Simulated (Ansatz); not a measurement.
# GaP (charge +1): test of scalar relativity, by script

Aim: a test of scalar relativity, for GaP (charge +1), run from a script.

Computed with Ansatz 0.2.0, driven from Python. The levels of theory stand in the script.

## Step 1: The structure

Bond lengths: Ga1–P2 2.370 Å.

The script holds or builds the structure itself.

## Step 2: The script

Contents of x2c_gap.py:

```python
import ansatz as az
import numpy as np


def main() -> None:
    geometry_ang = [
        ("Ga", [0.0, 0.0, 0.0]),
        ("P", [0.0, 0.0, 2.37]),
    ]
    gap = az.Crystal.molecule()
    for symbol, xyz in geometry_ang:
        gap = gap.atom(symbol, xyz)

    setup = (
        gap.calculation()
        .functional("b3lyp")
        .charge(1)
        .spin("collinear", total=3)
        .forces()
    )
    sets = {"none": "cc-pVTZ", "scalar": "cc-pVTZ-DK"}
    found = {kind: setup.basis(gaussian=basis).pseudopotentials(relativity=kind).run(threads=1).report for kind, basis in sets.items()}
    for kind, each in found.items():
        dipole = 4.803205 * np.linalg.norm(each["charge_distribution"]["dipole_moment_e_ang"])
        print(f"{kind:7s} E = {each['free_energy_ev']:.4f} eV  dipole {dipole:.3f} D  largest force component {np.abs(each['forces_ev_ang']).max():.4f} eV/A")
    print(f"relativity lowers the total energy by {found['none']['free_energy_ev'] - found['scalar']['free_energy_ev']:.3f} eV")


if __name__ == "__main__":
    main()
```

## Step 3: The calls as engine input

The package turns the script's settings into the engine's input (first run):

```yaml
crystal:
  periodic: [false, false, false]
  atoms:
    - { symbol: Ga, position_ang: [0.0, 0.0, 0.0] }
    - { symbol: P, position_ang: [0.0, 0.0, 2.37] }
basis:
  gaussian:
    orbitals: cc-pVTZ
hamiltonian:
  xc: b3lyp
  pseudopotentials:
    relativity: none
magnetization:
  spin_polarized: true
  initial_magnetization: 3.0
total_charge: 1.0
output:
  forces: true
```

## Step 4: The run

The run is started by

```bash
python x2c_gap.py
```

Log:

```text
none    E = -61660.3732 eV  dipole 0.055 D  largest force component 1.1293 eV/A
scalar  E = -62199.6693 eV  dipole 0.109 D  largest force component 1.1703 eV/A
relativity lowers the total energy by 539.296 eV
```

It took 3.6 s on 1 thread of Intel Xeon 6975P-C (Granite Rapids), shared host; peak memory 0.23 GiB.

## Step 5: Inputs of later runs

The engine's inputs for the other runs:

Run 2, against run 1:

```diff
@@ -8 +8 @@
-    orbitals: cc-pVTZ
+    orbitals: cc-pVTZ-DK
@@ -12 +12 @@
-    relativity: none
+    relativity: scalar
```

## Step 6: The runs side by side

The 2 runs, in the order started:

| run | basis | relativity | energy (eV) | <S²> | SCF cycles | CPU time (s) |
| --- | --- | --- | --- | --- | --- | --- |
| 1 | cc-pVTZ | none | -61660.3732 | 3.76 | 18 | 1.6 |
| 2 | cc-pVTZ-DK | scalar | -62199.6693 | 3.75 | 18 | 1.6 |

## Step 7: What came out

```
                                 quantity       value
relativistic lowering of the total energy  539.296 eV
                            runs compared           2
```

In words: Both runs converged. Reading the output:
- The geometry is a force-field or estimated start, not a minimum of this method. The basis set changes with the Hamiltonian (a set recontracted for scalar relativity), and most of the change in the total lies in the cores.
- The run takes the species as open-shell (spin multiplicity 4), which needn't be its ground state.
- An ion's dipole depends on the origin; the program takes it about the centre of nuclear charge.
- b3lyp holds the VWN-RPA fit, as in Gaussian; the form of ORCA and Turbomole is b3lyp5.
- The spin state was assumed, and another may lie lower. The dipole of an ion depends on the origin.
